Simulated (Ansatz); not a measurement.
Run this with Ansatz 0.2.0 through its Python package and show what comes out.

`ta3os_kconv.py`
```python
"""Convergence of Ta3Os with the k-point mesh."""

import csv
import warnings

import ansatz

warnings.simplefilter("ignore", ansatz.DeckWarning)

xtal = (
    ansatz.Lattice.from_parameters(4.557754, 4.557754, 4.557754, alpha=60.0, beta=60.0, gamma=60.0)
    .atom("Ta", (0.25, 0.25, 0.25))
    .atom("Ta", (0.75, 0.75, 0.75))
    .atom("Ta", (0.5, 0.5, 0.5))
    .atom("Os", (0.0, 0.0, 0.0))
)

job = (
    xtal.calculation()
    .functional("r2scan", dispersion="d3bj")
    .basis(28 * ansatz.Ry)
    .occupations("Marzari-Vanderbilt", width=150 * ansatz.meV)  # the run then minimises F = E - TS
    .mixing("anderson", preconditioner="resta")
    .eigensolver("davidson", mixed_precision=False)
    .scf(tolerance=1e-09)
    .forces()
    .stress()
)

rows = []
for value in [(2, 2, 2), (3, 3, 3), (4, 4, 4), (5, 5, 5), (6, 6, 6), (8, 8, 8)]:
    r = job.kpoints(mesh=value).run(threads=1, backend="cpu").report
    rows.append((value, r["free_energy_ev"] / len(r["lattice"]["sites"]), r["n_iterations"], sum(r["stress_gpa"][i][i] for i in range(3)) / 3, max(abs(f) for row in r["forces_ev_ang"] for f in row), r["n_kpoints"]))

with open("kconv.csv", "w", newline="") as handle:
    writer = csv.writer(handle)
    writer.writerow(["mesh", "F/atom (eV)", "iterations", "P (GPa)", "max component (eV/A)", "k-points"])
    writer.writerows([round(v, 5) if isinstance(v, float) else v for v in row] for row in rows)

# differences from the last row
for row in rows[:-1]:
    shift = 1000 * (row[1] - rows[-1][1])
    print(f"{row[0]}: {shift:+.2f} meV/atom" + ("  (within 1 meV)" if abs(shift) < 1 else ""))
```

Output of `python ta3os_kconv.py`:
```text
(2, 2, 2): -153.78 meV/atom
(3, 3, 3): +36.24 meV/atom
(4, 4, 4): +0.27 meV/atom  (within 1 meV)
(5, 5, 5): +1.00 meV/atom
(6, 6, 6): +3.87 meV/atom
```

File `kconv.csv` afterwards:
```csv
mesh,F/atom (eV),iterations,P (GPa),max component (eV/A),k-points
"(2, 2, 2)",-10308.41363,12,-13.39425,0.0,3
"(3, 3, 3)",-10308.2236,11,-5.19431,0.0,4
"(4, 4, 4)",-10308.25958,10,-3.52313,0.0,8
"(5, 5, 5)",-10308.25885,11,-3.79205,0.0,10
"(6, 6, 6)",-10308.25598,12,-4.21456,0.0,16
"(8, 8, 8)",-10308.25985,10,-3.88222,0.0,29
```

Caveats:
- The cutoff lies under the one recommended for these potentials.
- The dispersion term runs with damping parameters of another functional.
- Under the recommended cutoff a pressure can be off by several GPa, even in sign.
- Dispersion corrections can be off by several per cent in the lattices of metals, and by several GPa in the pressure at a fixed cell.
- The program warned that this SCF threshold is loose for forces or stresses.
- Forces vanish by symmetry here and test nothing.
- Pressure is positive in compression.
- A row within the bound is followed by one outside it, so the series isn't shown to be converged.
- Spin-orbit coupling, which matters for elements this heavy, is left out.
- This cell is a computed structure, which may not be the phase found in nature.
- Shifts are counted from the finest mesh, which is itself no proven limit.
- The script silences the warnings on its input, which a real study should read.
- Wall time of the script: 19 s on 1 thread of AMD EPYC 7R43 64-Core Processor (Zen 3) (shared host), peak memory 0.55 GiB.

(Lines on the test bed's own set-up are left out of the output.)
